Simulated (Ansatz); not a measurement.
# WS2: the cost of one run

Program: Ansatz 0.2.0. Level of theory: DFT LDA, scalar-relativistic, plane waves, PAW. These are calculated values, not measurements.

17 further runs of the same task are left out: 17 set aside as unsound or not needed. Runs told in other sessions of the task aren't counted.

**1. The starting structure**

The structure is trigonal, space group P-3m1 (No. 164). The conventional cell has a = 3.183 Å, b = 3.183 Å, c = 23.669 Å, α = 90.00°, β = 90.00°, γ = 120.00°. W (site symmetry 3m) is surrounded by 6 S at 2.41 Å. S (site symmetry 3m) has 3 W at 2.41 Å in its first shell of neighbours.

Structure file:

```cif
data_structure
_symmetry_space_group_name_H-M 'P-3m1'
_symmetry_Int_Tables_number 164
_cell_length_a 3.1832
_cell_length_b 3.1832
_cell_length_c 23.6688
_cell_angle_alpha 90.000
_cell_angle_beta 90.000
_cell_angle_gamma 120.000
_cell_volume 207.70
loop_
_atom_site_label
_atom_site_type_symbol
_atom_site_symmetry_multiplicity
_atom_site_Wyckoff_symbol
_atom_site_fract_x
_atom_site_fract_y
_atom_site_fract_z
_atom_site_occupancy
W1 W 2 d 0.33333 0.66667 0.63732 1
S1 S 2 d 0.33333 0.66667 0.29682 1
S2 S 2 d 0.66667 0.33333 0.57144 1
```

Source of the structure: the Materials Project (structure only).

**5. Setting up the map**

The energy is mapped over volume and the cell's shape.

The axes are (1) volume per atom: 7 values from 28.98 to 36.88 Å³; (2) c/a of the conventional cell: 7 values from 6.618 to 8.423.

Nothing else is relaxed (fractional coordinates fixed). Energies count from the relaxed crystal. Points are written as (first, second).

(The set-up runs are not shown.)

**6. Point (34.25 Å³, 7.172)**

File input.yaml:

```yaml
crystal:
  lattice:
    - [3.2102950767, 0.0, 0.0]
    - [-1.6051475384, 2.7801970901, 0.0]
    - [0.0, 0.0, 23.0245573199]
  atoms:
    - { symbol: W, position: [0.3333333333, 0.6666666667, 0.630275736] }
    - { symbol: W, position: [0.6666666667, 0.3333333333, 0.369724264] }
    - { symbol: S, position: [0.3333333333, 0.6666666667, 0.3028928957] }
    - { symbol: S, position: [0.6666666667, 0.3333333333, 0.5633280735] }
    - { symbol: S, position: [0.3333333333, 0.6666666667, 0.4366719265] }
    - { symbol: S, position: [0.6666666667, 0.3333333333, 0.6971071043] }
basis:
  ecutwfc: 420
kpoints:
  mp_grid: { grid: [12, 12, 2] }
hamiltonian:
  xc: lda
  pseudopotentials: { kind: paw, azcp: { folder: soft_1 } }
scf:
  occupations: { method: gaussian, width: 0.05 }
output:
  forces: true
  stress: true
  eigenvalues: true
  write_density: true
  write_potential: true
  elf: true
  volumetric_format: npy
```

Command:

```
> ansatz run input.yaml --threads 2 --pin off --max-ram 4096MiB --backend cpu --events-out ev --progress --plain --runs-dir out
```

Q: Estimate wall time and peak memory on 2 threads of Arm Neoverse N1, shared host.

About 21 s, with a peak of 0.5 GiB.
